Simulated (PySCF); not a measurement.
**ZnN: from the state search to spectroscopic constants**

An exercise on one series of results from a longer session: the logs are not shown, and one member is left open.

The runs use PySCF 2.14.0; Zn x2c-TZVPPall, N x2c-TZVPPall, spin-free X2C with a Gaussian nucleus.

1 further run of the same task is left out (set aside as unsound or not needed).

The first run:

The job is set up so:

```
atoms                         : Zn, N
charge                        : 0
basis                         : Zn x2c-TZVPPall, N x2c-TZVPPall
Hamiltonian                   : spin-free X2C with a Gaussian nucleus
basis functions               : 95
electrons treated             : 37
masses in u                   : 63.9291, 14.0031
levels                        : PBE0, PBE, r²SCAN, TPSS, BLYP, M06, PW91, ωB97X
grid                          : 80 radial by 434 angular points
occupations                   : held fixed by the projection of orbital angular momentum
dissociation limit            : Zn + N, each in its ground configuration
starting distance in angstrom : 1.845
values of 2S to try           : 1, 3
```

The run is started by

```bash
OMP_NUM_THREADS=1 python dia.py task.json out
```

Steps of the session up to this table: Input; First curve: PBE0; Excited determinants; PBE; r²SCAN (meta-GGA); TPSS (meta-GGA); BLYP (GGA); M06; PW91 (GGA); ωB97X (range-separated hybrid).

One of the session's tables, all rows but one given; the rest of the session is left out.

It belongs to the step «Constants by level of theory». 

```
 level  Re (Å)  ωe (cm⁻¹)  De (eV)  μ (D)
   PBE   2.031        353     0.53  -1.22
  PW91   2.029        354     0.54  -1.22
  BLYP   2.085        307    0.389  -1.20
  TPSS   2.009        381     0.52  -1.34
r²SCAN   2.008        366    0.454  -1.24
  PBE0       ?          ?        ?      ?
 ωB97X   2.097      245.3    0.130  -1.10
```

Estimate the missing values for PBE0.

**Answer.** Re (Å): 2.030; ωe (cm⁻¹): 348; De (eV): 0.327; μ (D): -1.39. In the column «Re (Å)» it lies between PW91 (2.029) and PBE (2.031).

De is counted to Zn + N in their ground configurations. No constants: M06 (no minimum is bracketed among the points kept).
